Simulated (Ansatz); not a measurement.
**HfCo2: further runs on the relaxed cell**

An exercise on one series of results from a longer session: the logs are not shown, and one member is left open.

Computed with Ansatz 0.2.0 (DFT PBEsol, scalar-relativistic, plane waves, PAW, unless a step's input says otherwise).

2 further runs of the same task are left out: 2 set aside as unsound or not needed.

## The structure to begin with

The structure is cubic, space group Fd-3m (No. 227). Conventional cell: a = 6.770 Å, b = 6.770 Å, c = 6.770 Å, α = 90.00°, β = 90.00°, γ = 90.00°. Hf (site symmetry -43m) is surrounded by 12 Co at 2.81 Å and 4 Hf at 2.93 Å. Around Co (site symmetry -3m) lie 6 Co at 2.39 Å and 6 Hf at 2.81 Å.

As a file:

```xyz
6
Lattice="0.0000 3.3851 3.3851 3.3851 0.0000 3.3851 3.3851 3.3851 0.0000" Properties=species:S:1:pos:R:3 pbc="T T T"
Hf    3.3851    3.3851    3.3851
Hf    5.0776    5.0776    5.0776
Co    0.8463    0.8463    0.8463
Co    0.8463    2.5388    2.5388
Co    2.5388    2.5388    0.8463
Co    2.5388    0.8463    2.5388
```

This cell was relaxed beforehand with the same method: volume 12.93 Å³/atom, gap on the mesh none (metal), site moments up to 0.2 μB.

The first run:

Input file input.yaml:

```yaml
crystal:
  lattice:
    - [0.0, 3.385050268, 3.385050268]
    - [3.385050268, 0.0, 3.385050268]
    - [3.385050268, 3.385050268, 0.0]
  atoms:
    - { symbol: Hf, position: [0.5, 0.5, 0.5] }
    - { symbol: Hf, position: [0.75, 0.75, 0.75] }
    - { symbol: Co, position: [0.125, 0.125, 0.125], spin: 0.18 }
    - { symbol: Co, position: [0.625, 0.125, 0.125], spin: 0.18 }
    - { symbol: Co, position: [0.125, 0.125, 0.625], spin: 0.18 }
    - { symbol: Co, position: [0.125, 0.625, 0.125], spin: 0.18 }
basis:
  ecutwfc: 420
kpoints:
  mp_grid: { grid: [10, 10, 10] }
  band_path:
    path:
      - [[0.0, 0.0, 0.0], [0.5, 0.0, 0.5], [0.625, 0.25, 0.625]]
      - [[0.375, 0.375, 0.75], [0.0, 0.0, 0.0], [0.5, 0.5, 0.5], [0.5, 0.25, 0.75], [0.5, 0.0, 0.5]]
    npoints: 14
hamiltonian:
  xc: pbesol
scf:
  occupations: { method: gaussian, width: 0.1 }
  n_extra_bands: 15
output:
  forces: true
  stress: true
  eigenvalues: true
  populations: true
  dos: { projected: true, de: 0.02, nscf_kmesh: { grid: [15, 15, 15] } }
  bader: true
  write_density: true
  write_potential: true
  elf: true
  volumetric_format: npy
magnetization:
  spin_polarized: true
checkpoint:
  read: start.run
  write: ck
  compress: false
  write_wavefunctions: false
  write_every: 100000
```

Command:

```sh
> ansatz run input.yaml --threads 1 --pin off --max-ram 2560MiB --backend cpu --events-out ev --progress --plain --runs-dir out
```

Among the steps run: Static run: bands, density of states and charges; Volume × 0.97; The cell scaled to 1.03 of its volume; Volume × 0.94; Point at V/V0 = 1.06.

One table of the session follows, with a row left open; its other results are not shown here.

It belongs to the step «Energy against volume». 

| volume (Å³/atom) | energy above the lowest point (meV/atom) | pressure (GPa) | largest moment (μB) |
| --- | --- | --- | --- |
| 12.154 | 34.5 | 15.35 | 0.00 |
| 12.541 | 8.0 | 7.01 | 0.00 |
| 12.929 | 0.0 | 0.01 | 0.16 |
| 13.317 | ? | ? | ? |
| 13.705 | 23.6 | -9.52 | 0.73 |

Q: Estimate the row for volume (Å³/atom) = 13.317 from the others.

Worked estimate for «energy above the lowest point (meV/atom)». A straight line through the neighbours (12.929, 0.0) and (13.705, 23.6) gives 0.0 + (23.6 − 0.0) × (13.317 − 12.929) / (13.705 − 12.929) = 11.8; a parabola fitted to 3 rows on both sides gives 5.2.

The run gave: energy above the lowest point (meV/atom): 5.8; pressure (GPa): -4.83; largest moment (μB): 0.60. In «energy above the lowest point (meV/atom)» the line misses by +6.0 and the parabola by -0.6.

Limits of these values: Warnings in the runs' records: seeded moment not kept, stability check not made.
